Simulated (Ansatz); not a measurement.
# Ta3N: moving one atom along a line

The task, for Ta3N: measure how stiffly atom 2 (Ta) is held.

Computed with Ansatz 0.2.0 (DFT PBE, scalar-relativistic, plane waves, PAW, unless a step's input says otherwise).

## Step 1: Starting point

The structure is trigonal, space group P-3m1 (No. 164). The conventional cell has a = 3.022 Å, b = 3.022 Å, c = 7.558 Å, α = 90.00°, β = 90.00°, γ = 120.00°. Ta (site symmetry -3m) has 12 Ta at 3.02 Å in its first shell of neighbours. Around Ta (site symmetry 3m) lie 3 N at 2.18 Å. N (site symmetry -3m) is surrounded by 6 Ta at 2.18 Å.

As a file:

```xyz
4
Lattice="3.0218 0.0000 0.0000 -1.5109 2.6169 0.0000 0.0000 0.0000 7.5576" Properties=species:S:1:pos:R:3 pbc="T T T"
Ta    0.0000    0.0000    3.7788
Ta    0.0000    1.7446    1.3120
Ta    1.5109    0.8723    6.2456
N     0.0000    0.0000    0.0000
```

It goes back to an entry of the Materials Project, which need not be the stable form.

This cell was relaxed beforehand with the same method: volume 14.94 Å³/atom, gap on the mesh none (metal).

## Step 2: Zero of energy

The reference gives a free energy of -30182.5986 eV, pressure 0.01 GPa, largest force 0.003 eV/Å and gap on the mesh none (metal). It was computed beforehand with the settings of the runs below.

## Step 3: Next: moving one atom along a line

Atom 2 (Ta) is moved by x along the Cartesian unit vector (0.000, 0.000, 1.000); the cell and all other atoms stay fixed. Forces below are components along that vector, summed over the moved atoms. In a periodic cell its images move with it.

## Step 4: At x = -0.450 Å

input.yaml

```yaml
crystal:
  lattice:
    - [3.0217748255, 0.0, 0.0]
    - [-1.5108874128, 2.6169337634, 0.0]
    - [0.0, 0.0, 7.5575881873]
  atoms:
    - { symbol: Ta, position: [0.0, 0.0, 0.5] }
    - { symbol: Ta, position: [0.3333333333, 0.6666666667, 0.1140522497] }
    - { symbol: Ta, position: [0.6666666667, 0.3333333333, 0.8264049453] }
    - { symbol: "N", position: [0.0, 0.0, 0.0] }
basis:
  ecutwfc: 420
kpoints:
  mp_grid: { grid: [18, 18, 6] }
hamiltonian:
  xc: pbe
scf:
  occupations: { method: gaussian, width: 0.15 }
output:
  forces: true
  stress: true
  eigenvalues: true
```

On the command line:

```sh
$ ansatz run input.yaml --threads 1 --pin off --max-ram 2560MiB --backend cpu --events-out ev --progress --plain --runs-dir out
```

What it wrote (excerpt; [...] marks lines left out):

```text
Warning: RAYON_NUM_THREADS=1 ignored (pool sized by the plan → 1); use --threads N
[...]
Pseudopotentials: kind: paw
Pseudopotential: Ta, paw, valence charge 13, recommended cutoff 420 eV (normal), Ta.paw.azcp
Pseudopotential: N, paw, valence charge 5, recommended cutoff 420 eV (normal), N.paw.azcp
Functional definition: PBE
[...]
Crystal: 4 atoms, lattice volume = 59.764 Å³
Basis set: ecut = 420 eV, 1189 PW (Γ), exchange–correlation on 48×48×108 points (8 copies of the dense FFT grid, shifted against one another)
Bands: 27, of which v1, the nominal top of the filled ones, is band 22 counted from 1 (21 counted from 0)
Symmetry: 6 space group operations
Space group: P3m1 (ITA 156), of the structure as read, at distance tolerance 3.9e-5 Å
k-points: 202 of 1944 (time reversal used)
[...]
SCF iter   1: F=—  HF=-30180.943366 eV  |F-HF|=—  |Δ(HF+E_count)|=         —  Δρ=9.21e-3  dr2=1.38e-1  ethr=1.77e-3  ⟨swp⟩=4.8  Hψ=23141  notcnv=0
[...]
SCF iter   8: F=-30180.927906 eV  HF=-30180.927906 eV  |F-HF|=7.69e-9  |Δ(HF+E_count)|=   2.13e-8  Δρ=2.35e-6  dr2=9.87e-9  ethr=2.27e-10  ⟨swp⟩=4.2  Hψ=16696  notcnv=0
[...]
SCF converged after 8 iterations
Free energy (F): -30180.927906 eV
[...]
E sigma→0 (E₀):  -30180.913817 eV
Entropy (-TS):   -0.028179 eV (-7.045 meV/atom)
Fermi energy:    18.894123 eV
[...]
--- Forces (eV/Å), atoms counted from 1 ---
  atom   1  Ta    -0.00000000     0.00000000    -1.38574630
  atom   2  Ta     0.00000000     0.00000000     7.90639733
  atom   3  Ta    -0.00000000    -0.00000000    -2.48132529
  atom   4  N     -0.00000000    -0.00000000    -4.03933708
[...]
--- Stress (GPa, compression-positive) ---
       27.133412       0.000000       0.000000
        0.000000      27.133412       0.000000
       -0.000000       0.000000      12.960571
  P = ⅓ Tr σ = 22.4091 GPa (224.091 kbar)
--- Band table (eV; the first three rows and the last of 202) ---
  k-point 0: bands = ["-49.3599", "-49.1879", "-48.9519", "-16.6025", "-15.8015", "-15.8015", "-15.6937", "-15.4475", "-15.4475", "-15.2599", "-15.0437", "-15.0437", "0.8142", "9.3907", "11.0376", "11.0376", "12.3848", "16.0215", "16.7646", "17.7845", "17.7845", "18.3810", "19.4199", [...]
[...]
```

Run time: 7.4 s. Hardware: 1 thread of AMD EPYC 9R45 (Zen 5), shared host; peak memory 0.56 GiB.

## Step 5: x = 0.360 Å

Edit input.yaml of step 4 so:

```diff
@@ -7,3 +7,3 @@
     - { symbol: Ta, position: [0.0, 0.0, 0.5] }
-    - { symbol: Ta, position: [0.3333333333, 0.6666666667, 0.1140522497] }
+    - { symbol: Ta, position: [0.3333333333, 0.6666666667, 0.2212292987] }
     - { symbol: Ta, position: [0.6666666667, 0.3333333333, 0.8264049453] }
```

On the command line:

```sh
$ ansatz run input.yaml --threads 1 --pin off --max-ram 2560MiB --backend cpu --events-out ev --progress --plain --runs-dir out
```

What it wrote (excerpt; [...] marks lines left out):

```text
Warning: RAYON_NUM_THREADS=1 ignored (pool sized by the plan → 1); use --threads N
[...]
[... 4 set-up lines as earlier in the session ...]
[...]
Crystal: 4 atoms, lattice volume = 59.764 Å³
Basis set: ecut = 420 eV, 1189 PW (Γ), exchange–correlation on 48×48×108 points (8 copies of the dense FFT grid, shifted against one another)
Bands: 27, of which v1, the nominal top of the filled ones, is band 22 counted from 1 (21 counted from 0)
[... 2 set-up lines as earlier in the session ...]
k-points: 202 of 1944 (time reversal used)
[...]
SCF iter   1: F=—  HF=-30181.698475 eV  |F-HF|=—  |Δ(HF+E_count)|=         —  Δρ=1.38e-2  dr2=6.24e-1  ethr=1.77e-3  ⟨swp⟩=4.8  Hψ=22346  notcnv=0
[...]
SCF iter   7: F=-30181.648468 eV  HF=-30181.648468 eV  |F-HF|=4.28e-8  |Δ(HF+E_count)|=   1.52e-7  Δρ=6.63e-6  dr2=6.10e-8  ethr=2.27e-10  ⟨swp⟩=6.3  Hψ=23593  notcnv=0
[...]
SCF converged after 7 iterations
Free energy (F): -30181.648468 eV
[...]
E sigma→0 (E₀):  -30181.626147 eV
Entropy (-TS):   -0.044641 eV (-11.160 meV/atom)
Fermi energy:    18.767352 eV
[...]
--- Forces (eV/Å), atoms counted from 1 ---
  atom   1  Ta     0.00000000    -0.00000000     2.57543257
  atom   2  Ta     0.00000000     0.00000000    -4.68651482
  atom   3  Ta    -0.00000000    -0.00000000     0.83931823
  atom   4  N     -0.00000000    -0.00000000     1.27166823
[...]
--- Stress (GPa, compression-positive) ---
        3.113142       0.000000       0.000000
        0.000000       3.113142      -0.000000
       -0.000000      -0.000000       0.520596
  P = ⅓ Tr σ = 2.2490 GPa (22.490 kbar)
--- Band table (eV; the first three rows and the last of 202) ---
[... band rows left out ...]
[...]
```

Wall time 6.2 s (1 thread of AMD EPYC 9R45 (Zen 5), shared host); peak memory 0.56 GiB.

## Step 6: Point x = -0.270 Å

Edit input.yaml of step 5 so:

```diff
@@ -7,3 +7,3 @@
     - { symbol: Ta, position: [0.0, 0.0, 0.5] }
-    - { symbol: Ta, position: [0.3333333333, 0.6666666667, 0.2212292987] }
+    - { symbol: Ta, position: [0.3333333333, 0.6666666667, 0.1378693717] }
     - { symbol: Ta, position: [0.6666666667, 0.3333333333, 0.8264049453] }
```

On the command line:

```sh
$ ansatz run input.yaml --threads 1 --pin off --max-ram 2560MiB --backend cpu --events-out ev --progress --plain --runs-dir out
```

What it wrote (excerpt; [...] marks lines left out):

```text
[...]
SCF converged after 7 iterations
Free energy (F): -30182.023511 eV
[...]
E sigma→0 (E₀):  -30182.008440 eV
Entropy (-TS):   -0.030142 eV (-7.535 meV/atom)
Fermi energy:    18.904449 eV
[...]
--- Forces (eV/Å), atoms counted from 1 ---
  atom   1  Ta    -0.00000000     0.00000000    -1.18002131
  atom   2  Ta     0.00000000     0.00000000     4.36401589
  atom   3  Ta    -0.00000000    -0.00000000    -0.95490948
  atom   4  N     -0.00000000    -0.00000000    -2.22909123
[...]
--- Stress (GPa, compression-positive) ---
       12.641256       0.000000      -0.000000
        0.000000      12.641256       0.000000
        0.000000       0.000000       4.360551
  P = ⅓ Tr σ = 9.8810 GPa (98.810 kbar)
--- Band table (eV; the first three rows and the last of 202) ---
  k-point 0: bands = ["-49.3720", "-49.2963", "-48.8605", "-16.4422", "-15.7828", "-15.6864", "-15.6864", "-15.5331", "-15.5331", "-15.2271", "-14.9711", "-14.9711", "1.1789", "9.7567", "12.0562", "12.0562", "12.3352", "15.8230", "16.9956", "18.1458", "18.1458", "18.4106", "19.3875", [...]
[...]
```

It took 6.1 s on 1 thread of AMD EPYC 9R45 (Zen 5), shared host; peak memory 0.56 GiB.

## Step 7: At x = 0.180 Å

Edit input.yaml of step 6 so:

```diff
@@ -7,3 +7,3 @@
     - { symbol: Ta, position: [0.0, 0.0, 0.5] }
-    - { symbol: Ta, position: [0.3333333333, 0.6666666667, 0.1378693717] }
+    - { symbol: Ta, position: [0.3333333333, 0.6666666667, 0.1974121767] }
     - { symbol: Ta, position: [0.6666666667, 0.3333333333, 0.8264049453] }
```

On the command line:

```sh
$ ansatz run input.yaml --threads 1 --pin off --max-ram 2560MiB --backend cpu --events-out ev --progress --plain --runs-dir out
```

What it wrote (excerpt; [...] marks lines left out):

```text
[...]
SCF converged after 8 iterations
Free energy (F): -30182.342118 eV
[...]
E sigma→0 (E₀):  -30182.322278 eV
Entropy (-TS):   -0.039679 eV (-9.920 meV/atom)
Fermi energy:    18.883882 eV
[...]
--- Forces (eV/Å), atoms counted from 1 ---
  atom   1  Ta     0.00000000    -0.00000000     1.40898117
  atom   2  Ta     0.00000000     0.00000000    -2.80958329
  atom   3  Ta    -0.00000000    -0.00000000     0.34517985
  atom   4  N      0.00000000     0.00000000     1.05519113
[...]
--- Stress (GPa, compression-positive) ---
       -1.567342       0.000000       0.000000
        0.000000      -1.567342      -0.000000
        0.000000      -0.000000       0.569075
  P = ⅓ Tr σ = -0.8552 GPa (-8.552 kbar)
--- Band table (eV; the first three rows and the last of 202) ---
  k-point 0: bands = ["-49.3859", "-49.3121", "-48.7799", "-16.1576", "-15.9856", "-15.5633", "-15.5633", "-15.5105", "-15.5105", "-15.0933", "-14.9545", "-14.9545", "2.2836", "10.7268", "11.9990", "14.3514", "14.3514", "14.9143", "17.6292", "18.4989", "18.4989", "18.9415", "19.0047", [...]
[...]
```

It took 6.5 s on 1 thread of AMD EPYC 9R45 (Zen 5), shared host; peak memory 0.56 GiB.

## Step 8: At x = -0.090 Å

Edit input.yaml of step 7 so:

```diff
@@ -7,3 +7,3 @@
     - { symbol: Ta, position: [0.0, 0.0, 0.5] }
-    - { symbol: Ta, position: [0.3333333333, 0.6666666667, 0.1974121767] }
+    - { symbol: Ta, position: [0.3333333333, 0.6666666667, 0.1616864937] }
     - { symbol: Ta, position: [0.6666666667, 0.3333333333, 0.8264049453] }
```

On the command line:

```sh
$ ansatz run input.yaml --threads 1 --pin off --max-ram 2560MiB --backend cpu --events-out ev --progress --plain --runs-dir out
```

What it wrote (excerpt; [...] marks lines left out):

```text
Warning: RAYON_NUM_THREADS=1 ignored (pool sized by the plan → 1); use --threads N
[...]
[... 4 set-up lines as earlier in the session ...]
[...]
Crystal: 4 atoms, lattice volume = 59.764 Å³
Basis set: ecut = 420 eV, 1189 PW (Γ), exchange–correlation on 48×48×108 points (8 copies of the dense FFT grid, shifted against one another)
Bands: 27, of which v1, the nominal top of the filled ones, is band 22 counted from 1 (21 counted from 0)
[... 2 set-up lines as earlier in the session ...]
k-points: 202 of 1944 (time reversal used)
[...]
SCF iter   1: F=—  HF=-30182.541661 eV  |F-HF|=—  |Δ(HF+E_count)|=         —  Δρ=7.45e-3  dr2=3.27e-2  ethr=1.77e-3  ⟨swp⟩=4.9  Hψ=22491  notcnv=0
[...]
SCF iter   7: F=-30182.536293 eV  HF=-30182.536293 eV  |F-HF|=2.31e-8  |Δ(HF+E_count)|=   1.86e-8  Δρ=5.79e-6  dr2=3.40e-8  ethr=2.27e-10  ⟨swp⟩=4.9  Hψ=19182  notcnv=0
[...]
SCF converged after 7 iterations
Free energy (F): -30182.536293 eV
[...]
E sigma→0 (E₀):  -30182.518344 eV
Entropy (-TS):   -0.035897 eV (-8.974 meV/atom)
Fermi energy:    18.909569 eV
[...]
--- Forces (eV/Å), atoms counted from 1 ---
  atom   1  Ta     0.00000000     0.00000000    -0.53203233
  atom   2  Ta     0.00000000     0.00000000     1.39011001
  atom   3  Ta    -0.00000000    -0.00000000    -0.17351048
  atom   4  N     -0.00000000    -0.00000000    -0.68475329
[...]
--- Stress (GPa, compression-positive) ---
        3.051602       0.000000      -0.000000
        0.000000       3.051602      -0.000000
       -0.000000      -0.000000       0.266050
  P = ⅓ Tr σ = 2.1231 GPa (21.231 kbar)
--- Band table (eV; the first three rows and the last of 202) ---
[... band rows left out ...]
[...]
```

It took 6 s on 1 thread of AMD EPYC 9R45 (Zen 5), shared host; peak memory 0.56 GiB.

## Step 9: At x = 0.450 Å

Edit input.yaml of step 8 so:

```diff
@@ -7,3 +7,3 @@
     - { symbol: Ta, position: [0.0, 0.0, 0.5] }
-    - { symbol: Ta, position: [0.3333333333, 0.6666666667, 0.1616864937] }
+    - { symbol: Ta, position: [0.3333333333, 0.6666666667, 0.2331378597] }
     - { symbol: Ta, position: [0.6666666667, 0.3333333333, 0.8264049453] }
```

On the command line:

```sh
$ ansatz run input.yaml --threads 1 --pin off --max-ram 2560MiB --backend cpu --events-out ev --progress --plain --runs-dir out
```

What it wrote (excerpt; [...] marks lines left out):

```text
[...]
SCF converged after 7 iterations
Free energy (F): -30181.190295 eV
[...]
E sigma→0 (E₀):  -30181.165540 eV
Entropy (-TS):   -0.049511 eV (-12.378 meV/atom)
Fermi energy:    18.630279 eV
[...]
--- Forces (eV/Å), atoms counted from 1 ---
  atom   1  Ta     0.00000000    -0.00000000     3.25102854
  atom   2  Ta     0.00000000     0.00000000    -5.52058157
  atom   3  Ta    -0.00000000    -0.00000000     1.13965969
  atom   4  N     -0.00000000    -0.00000000     1.12992286
[...]
--- Stress (GPa, compression-positive) ---
        6.468944       0.000000      -0.000000
        0.000000       6.468944      -0.000000
       -0.000000      -0.000000       2.099543
  P = ⅓ Tr σ = 5.0125 GPa (50.125 kbar)
--- Band table (eV; the first three rows and the last of 202) ---
  k-point 0: bands = ["-49.3653", "-49.3405", "-48.6176", "-16.3180", "-15.9952", "-15.5506", "-15.5506", "-15.5432", "-15.5432", "-14.8999", "-14.8354", "-14.8354", "2.9068", "11.0009", "11.8538", "14.2400", "15.2018", "15.2018", "17.5902", "18.1407", "18.1407", "18.4627", "18.4627", [...]
[...]
```

Wall time 6.3 s (1 thread of AMD EPYC 9R45 (Zen 5), shared host); peak memory 0.56 GiB.

## Step 10: x = -0.360 Å

Edit input.yaml of step 9 so:

```diff
@@ -7,3 +7,3 @@
     - { symbol: Ta, position: [0.0, 0.0, 0.5] }
-    - { symbol: Ta, position: [0.3333333333, 0.6666666667, 0.2331378597] }
+    - { symbol: Ta, position: [0.3333333333, 0.6666666667, 0.1259608107] }
     - { symbol: Ta, position: [0.6666666667, 0.3333333333, 0.8264049453] }
```

On the command line:

```sh
$ ansatz run input.yaml --threads 1 --pin off --max-ram 2560MiB --backend cpu --events-out ev --progress --plain --runs-dir out
```

What it wrote (excerpt; [...] marks lines left out):

```text
Warning: RAYON_NUM_THREADS=1 ignored (pool sized by the plan → 1); use --threads N
[...]
[... 4 set-up lines as earlier in the session ...]
[...]
Crystal: 4 atoms, lattice volume = 59.764 Å³
Basis set: ecut = 420 eV, 1189 PW (Γ), exchange–correlation on 48×48×108 points (8 copies of the dense FFT grid, shifted against one another)
Bands: 27, of which v1, the nominal top of the filled ones, is band 22 counted from 1 (21 counted from 0)
[... 2 set-up lines as earlier in the session ...]
k-points: 202 of 1944 (time reversal used)
[...]
SCF iter   1: F=—  HF=-30181.565032 eV  |F-HF|=—  |Δ(HF+E_count)|=         —  Δρ=8.09e-3  dr2=8.33e-2  ethr=1.77e-3  ⟨swp⟩=4.8  Hψ=23027  notcnv=0
[...]
SCF iter   7: F=-30181.555388 eV  HF=-30181.555389 eV  |F-HF|=6.64e-8  |Δ(HF+E_count)|=   3.98e-9  Δρ=8.75e-6  dr2=8.42e-8  ethr=2.27e-10  ⟨swp⟩=6.8  Hψ=21024  notcnv=0
[...]
SCF converged after 7 iterations
Free energy (F): -30181.555388 eV
[...]
E sigma→0 (E₀):  -30181.541222 eV
Entropy (-TS):   -0.028334 eV (-7.083 meV/atom)
Fermi energy:    18.905772 eV
[...]
--- Forces (eV/Å), atoms counted from 1 ---
  atom   1  Ta    -0.00000000     0.00000000    -1.33430524
  atom   2  Ta     0.00000000     0.00000000     6.06358285
  atom   3  Ta    -0.00000000    -0.00000000    -1.62381959
  atom   4  N     -0.00000000    -0.00000000    -3.10537701
[...]
--- Stress (GPa, compression-positive) ---
       19.219597       0.000000      -0.000000
        0.000000      19.219597       0.000000
       -0.000000       0.000000       8.268010
  P = ⅓ Tr σ = 15.5691 GPa (155.691 kbar)
--- Band table (eV; the first three rows and the last of 202) ---
[... band rows left out ...]
[...]
```

Run time: 6.5 s. Hardware: 1 thread of AMD EPYC 9R45 (Zen 5), shared host; peak memory 0.56 GiB.

## Step 11: At x = 0.270 Å

Edit input.yaml of step 10 so:

```diff
@@ -7,3 +7,3 @@
     - { symbol: Ta, position: [0.0, 0.0, 0.5] }
-    - { symbol: Ta, position: [0.3333333333, 0.6666666667, 0.1259608107] }
+    - { symbol: Ta, position: [0.3333333333, 0.6666666667, 0.2093207377] }
     - { symbol: Ta, position: [0.6666666667, 0.3333333333, 0.8264049453] }
```

On the command line:

```sh
$ ansatz run input.yaml --threads 1 --pin off --max-ram 2560MiB --backend cpu --events-out ev --progress --plain --runs-dir out
```

What it wrote (excerpt; [...] marks lines left out):

```text
[...]
SCF converged after 8 iterations
Free energy (F): -30182.036688 eV
[...]
E sigma→0 (E₀):  -30182.016387 eV
Entropy (-TS):   -0.040602 eV (-10.150 meV/atom)
Fermi energy:    18.850440 eV
[...]
--- Forces (eV/Å), atoms counted from 1 ---
  atom   1  Ta     0.00000000    -0.00000000     2.05922078
  atom   2  Ta     0.00000000     0.00000000    -3.91781390
  atom   3  Ta    -0.00000000    -0.00000000     0.58041209
  atom   4  N     -0.00000000     0.00000000     1.27815827
[...]
--- Stress (GPa, compression-positive) ---
        0.174007       0.000000       0.000000
        0.000000       0.174007      -0.000000
       -0.000000      -0.000000       0.471743
  P = ⅓ Tr σ = 0.2733 GPa (2.733 kbar)
--- Band table (eV; the first three rows and the last of 202) ---
  k-point 0: bands = ["-49.3973", "-49.2996", "-48.7558", "-16.2113", "-15.9720", "-15.5701", "-15.5701", "-15.4939", "-15.4939", "-15.0604", "-14.9418", "-14.9418", "2.5110", "10.8456", "11.9353", "14.6880", "14.6934", "14.6934", "17.6437", "18.4249", "18.4249", "18.8485", "18.8485", [...]
[...]
```

It took 8.2 s on 1 thread of AMD EPYC 9R45 (Zen 5), shared host; peak memory 0.56 GiB.

## Step 12: Point x = -0.180 Å

Edit input.yaml of step 11 so:

```diff
@@ -7,3 +7,3 @@
     - { symbol: Ta, position: [0.0, 0.0, 0.5] }
-    - { symbol: Ta, position: [0.3333333333, 0.6666666667, 0.2093207377] }
+    - { symbol: Ta, position: [0.3333333333, 0.6666666667, 0.1497779327] }
     - { symbol: Ta, position: [0.6666666667, 0.3333333333, 0.8264049453] }
```

On the command line:

```sh
$ ansatz run input.yaml --threads 1 --pin off --max-ram 2560MiB --backend cpu --events-out ev --progress --plain --runs-dir out
```

What it wrote (excerpt; [...] marks lines left out):

```text
Warning: RAYON_NUM_THREADS=1 ignored (pool sized by the plan → 1); use --threads N
[...]
[... 4 set-up lines as earlier in the session ...]
[...]
Crystal: 4 atoms, lattice volume = 59.764 Å³
Basis set: ecut = 420 eV, 1189 PW (Γ), exchange–correlation on 48×48×108 points (8 copies of the dense FFT grid, shifted against one another)
Bands: 27, of which v1, the nominal top of the filled ones, is band 22 counted from 1 (21 counted from 0)
[... 2 set-up lines as earlier in the session ...]
k-points: 202 of 1944 (time reversal used)
[...]
SCF iter   1: F=—  HF=-30182.350760 eV  |F-HF|=—  |Δ(HF+E_count)|=         —  Δρ=7.08e-3  dr2=2.54e-2  ethr=1.77e-3  ⟨swp⟩=4.9  Hψ=22621  notcnv=0
[...]
SCF iter   7: F=-30182.346413 eV  HF=-30182.346413 eV  |F-HF|=1.60e-8  |Δ(HF+E_count)|=   1.05e-8  Δρ=4.41e-6  dr2=2.42e-8  ethr=2.27e-10  ⟨swp⟩=5.1  Hψ=18937  notcnv=0
[...]
SCF converged after 7 iterations
Free energy (F): -30182.346413 eV
[...]
E sigma→0 (E₀):  -30182.329782 eV
Entropy (-TS):   -0.033262 eV (-8.315 meV/atom)
Fermi energy:    18.906026 eV
[...]
--- Forces (eV/Å), atoms counted from 1 ---
  atom   1  Ta    -0.00000000     0.00000000    -0.91832188
  atom   2  Ta     0.00000000     0.00000000     2.83551306
  atom   3  Ta    -0.00000000    -0.00000000    -0.48532748
  atom   4  N     -0.00000000    -0.00000000    -1.43178550
[...]
--- Stress (GPa, compression-positive) ---
        7.266566       0.000000      -0.000000
        0.000000       7.266566       0.000000
        0.000000       0.000000       1.678438
  P = ⅓ Tr σ = 5.4039 GPa (54.039 kbar)
--- Band table (eV; the first three rows and the last of 202) ---
[... band rows left out ...]
[...]
```

Run time: 6.4 s. Hardware: 1 thread of AMD EPYC 9R45 (Zen 5), shared host; peak memory 0.56 GiB.

## Step 13: The scan collected

Collected from the runs (energy zero: the undisturbed cell):

```tsv
x (Å)	ΔE (meV/cell)	force on the moved atoms (eV/Å)	pressure (GPa)
-0.450	1670.7	7.906	22.4
-0.360	1043.2	6.064	15.6
-0.270	575.1	4.364	9.9
-0.180	252.2	2.836	5.4
-0.090	62.3	1.390	2.1
0.000	0.0	-0.003	0.0
0.180	256.5	-2.810	-0.9
0.270	561.9	-3.918	0.3
0.360	950.1	-4.686	2.2
0.450	1408.3	-5.521	5.0
```

## Step 14: Outcome

| quantity | value |
| --- | --- |
| force constant along x, from the points at -0.090, 0 and 0.180 Å | 15.52 eV/Å² |

**Reading.** The restoring force grows by 15.52 eV/Å per Å near the site; for the mass of Ta against a rigid frame that is a vibration of about 153 cm⁻¹. The step of 0.18 Å is wide, so anharmonic terms mix in. The undisturbed cell stays the lowest of the sampled points. The well is lopsided: x = -0.450 Å costs 1671 meV against 1408 meV on the other side, and the dearer side brings atoms closer together. Spin-orbit coupling is left out for Ta.
